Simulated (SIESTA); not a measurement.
Crystal: Sn2Pd3Au.

```xyz
6
Lattice="4.6261 0.0000 0.0000 -2.3130 4.0063 0.0000 0.0000 0.0000 5.7930" Properties=species:S:1:pos:R:3 pbc="T T T"
Au    0.0000    0.0000    2.8965
Sn    2.3130    1.3354    4.5235
Sn    0.0000    2.6709    1.2695
Pd    0.0000    0.0000    0.0000
Pd    2.3130    1.3354    1.6001
Pd    0.0000    2.6709    4.1929
```

The cell comes from a database or a generator and needn't be the stable form of this composition.

- Program: SIESTA 5.4.2
- Task: single point
- Functional: PBEsol
- Potentials or basis: PseudoDojo 0.4 standard (PBEsol files)
- Basis: DZP (energy shift 0.003 Ry; two zetas on semicore shells)
- Grid cutoff: 800 Ry
- Energy shift: 0.003 Ry
- k mesh: 7 × 7 × 5
- Occupations: fermi-dirac, width 0.05 eV
- Spin: no spin polarisation

On this cell: pressure -5.4 GPa; largest force 0.121 eV/Å; band gap on the k mesh none (metal or under the smearing width).

The same run follows on a disturbed copy (atoms moved at random, drawn with an rms of 0.05 Å):

```
Au Sn Pd
1.0
     4.62607    0.00000    0.00000
    -2.31303    4.00629    0.00000
     0.00000    0.00000    5.79300
Au Sn Pd
1 2 3
Direct
  0.99716 0.99418 0.49386
  0.66641 0.33516 0.78746
  0.32545 0.66786 0.21390
  0.00460 0.99806 0.00282
  0.65979 0.32959 0.27628
  0.32204 0.67565 0.72029
```

**Question.** What changes?

**Answer.** The energy (extrapolated to zero smearing) moves by +5.1 meV/atom; pressure -5.2 GPa; largest force 0.534 eV/Å; band gap on the k mesh none (metal or under the smearing width).

Forces in eV/Å, atoms in the order of the input:
```
Au  -0.213  0.128  0.284
Sn  -0.311  0.089 -0.093
Sn   0.237 -0.166  0.023
Pd  -0.157  0.070 -0.243
Pd  -0.014  0.081  0.219
Pd   0.457 -0.202 -0.188
```

Stress tensor (GPa, compression positive):
```
-5.00  0.59 -0.07
 0.59 -4.53  0.05
-0.07  0.05 -5.97
```

Caveats: short orbitals over semicore shells can move pressures by several GPa; the basis of atomic orbitals isn't converged, which shifts pressures, moduli and gaps.
